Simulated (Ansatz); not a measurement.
**ZnCu: LAPW beside PAW**

Aim: solve ZnCu at one geometry with all-electron LAPW, PAW on the default files and datasets made for this crystal, and see where they agree.

Computed with Ansatz 0.2.0 (DFT PBEsol, scalar-relativistic, unless a step's input says otherwise).

## Step 1: The system as given

Symmetry: Pm-3m, No. 221, cubic system. Conventional cell: a = 2.945 Å, b = 2.945 Å, c = 2.945 Å, α = 90.00°, β = 90.00°, γ = 90.00°. Zn (site symmetry m-3m) has 8 Cu at 2.55 Å as nearest neighbours. Cu (site symmetry m-3m) has 8 Zn at 2.55 Å as nearest neighbours.

As a file:

```
Zn Cu
1.0
     2.94500    0.00000    0.00000
     0.00000    2.94500    0.00000
     0.00000    0.00000    2.94500
Zn Cu
1 1
Direct
  0.50000 0.50000 0.50000
  0.00000 0.00000 0.00000
```

The structure is an experimental refinement, used without relaxation.

Atoms are numbered in the order of the input: Zn1, Cu2.

## Step 2: All-electron LAPW

The input, input.yaml:

```yaml
crystal:
  lattice:
    - [2.945, 0.0, 0.0]
    - [0.0, 2.945, 0.0]
    - [0.0, 0.0, 2.945]
  atoms:
    - { symbol: Zn, position: [0.5, 0.5, 0.5] }
    - { symbol: Cu, position: [0.0, 0.0, 0.0] }
kpoints:
  mp_grid: { grid: [14, 14, 14] }
  band_path:
    path:
      - [0.0, 0.0, 0.0]
      - [0.0, 0.5, 0.0]
      - [0.5, 0.5, 0.0]
      - [0.0, 0.0, 0.0]
      - [0.5, 0.5, 0.5]
      - [0.0, 0.5, 0.0]
      - [0.5, 0.5, 0.5]
      - [0.5, 0.5, 0.0]
    npoints: 14
scf:
  occupations: { method: fermi_dirac, width: 0.05 }
hamiltonian:
  xc: pbesol
  pseudopotentials: { kind: all_electron, lapw: { basis_error: 0.0005 } }
output:
  forces: true
  stress: true
  eigenvalues: true
  fatbands: true
  populations: true
  dos: { projected: true, de: 0.2, e_range: [-14, 8] }
```

Run with:

```sh
$ ansatz run input.yaml --threads 1 --pin off --max-ram 3072MiB --backend cpu --events-out ev --progress --plain --runs-dir out
```

## Step 3: PAW on the default files

Edit input.yaml of step 2 so:

```diff
@@ -25,3 +25,3 @@
   xc: pbesol
-  pseudopotentials: { kind: all_electron, lapw: { basis_error: 0.0005 } }
+  pseudopotentials: { kind: paw }
 output:
@@ -30,4 +30,9 @@
   eigenvalues: true
-  fatbands: true
+  efg: { contact_densities: true }
   populations: true
+  bader: true
   dos: { projected: true, de: 0.2, e_range: [-14, 8] }
+  write_density: true
+  write_potential: true
+  elf: true
+  volumetric_format: npy
```

## Step 4: Datasets made for this crystal

Edit input.yaml of step 3 so:

```diff
@@ -20,3 +20,3 @@
       - [0.5, 0.5, 0.0]
-    npoints: 14
+    npoints: 8
 scf:
@@ -25,3 +25,3 @@
   xc: pbesol
-  pseudopotentials: { kind: paw }
+  pseudopotentials: { kind: all_electron, datasets: crystal }
 output:
@@ -31,8 +31 @@
   efg: { contact_densities: true }
-  populations: true
-  bader: true
-  dos: { projected: true, de: 0.2, e_range: [-14, 8] }
-  write_density: true
-  write_potential: true
-  elf: true
-  volumetric_format: npy
```

(Steps that only read results are left out.)

What does the calculation give? Wanted: pressure; gap; Bader charges.

**Answer**, as computed:

| quantity | value |
| --- | --- |
| pressure | LAPW -4.75, PAW -4.74, crystal datasets -4.73 GPa |
| gap (LAPW) | none |
| Bader charges (PAW) | Zn1 +0.16, Cu2 -0.16 e |

In words: The pressure of -4.7 GPa pushes the cell to shrink, with the atoms held in place. The count of 39 electrons in bands leaves a band partly filled, so there is no gap. Cu 4s carries the largest share, 36 %, of the projected states within 0.3 eV of the Fermi level. The projection holds only the free atom's occupied shells (Zn 4s, Zn 3d, Cu 4s, Cu 3d in this range). The rest lies in shells not listed and outside the spheres or projectors. PAW lies less than 0.01 GPa from LAPW in pressure. The price, with the outputs that each input asks for: 37 s for LAPW against 20 s for PAW, about 1.9 to one.
